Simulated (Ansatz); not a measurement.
# Cu (Copper): the cost of one run

Program: Ansatz 0.2.0. Level of theory: DFT PBEsol, scalar-relativistic, plane waves, PAW. These are calculated values, not measurements.

**1. The structure to begin with**

The structure is cubic, space group Fm-3m (No. 225). The conventional cell has a = 3.563 Å, b = 3.563 Å, c = 3.563 Å, α = 90.00°, β = 90.00°, γ = 90.00°. Cu (site symmetry m-3m) is surrounded by 12 Cu at 2.52 Å.

Coordinates:

```
CELL_PARAMETERS angstrom
0.00000 1.78169 1.78169
1.78169 0.00000 1.78169
1.78169 1.78169 0.00000
ATOMIC_POSITIONS crystal
Cu 0.00000 0.00000 0.00000
```

It is the result of an earlier relaxation at this level (volume 11.31 Å³/atom; gap on the mesh: none (metal)).

**2. A stricter relaxation, with the smearing for a metal**

Response functions are second derivatives at a minimum, so forces and stress are first brought close to zero on the mesh and occupations that the response runs use.

Contents of input.yaml:

```yaml
crystal:
  lattice:
    - [0.0, 1.7816860418, 1.7816860418]
    - [1.7816860418, 0.0, 1.7816860418]
    - [1.7816860418, 1.7816860418, 0.0]
  atoms:
    - { symbol: Cu, position: [0.0, 0.0, 0.0] }
basis:
  ecutwfc: 420
kpoints:
  mp_grid: { grid: [20, 20, 20] }
hamiltonian:
  xc: pbesol
scf:
  occupations: { method: fermi_dirac, width: 0.15 }
output:
  forces: true
  stress: true
  eigenvalues: true
  write_density: true
  write_potential: true
  elf: true
  volumetric_format: npy
relax:
  adjacent_minimum: "off"
  f_tol: 0.001
  max_steps: 60
  cell: { stress_tol: 0.01 }
```

On the command line:

```sh
ansatz run input.yaml --threads 1 --pin off --max-ram 2560MiB --backend cpu --events-out ev --progress --plain --runs-dir out
```

Q: Estimate wall time and peak memory on 1 thread of an Arm CPU, shared host.

About 9.7 s, with a peak of 0.32 GiB.
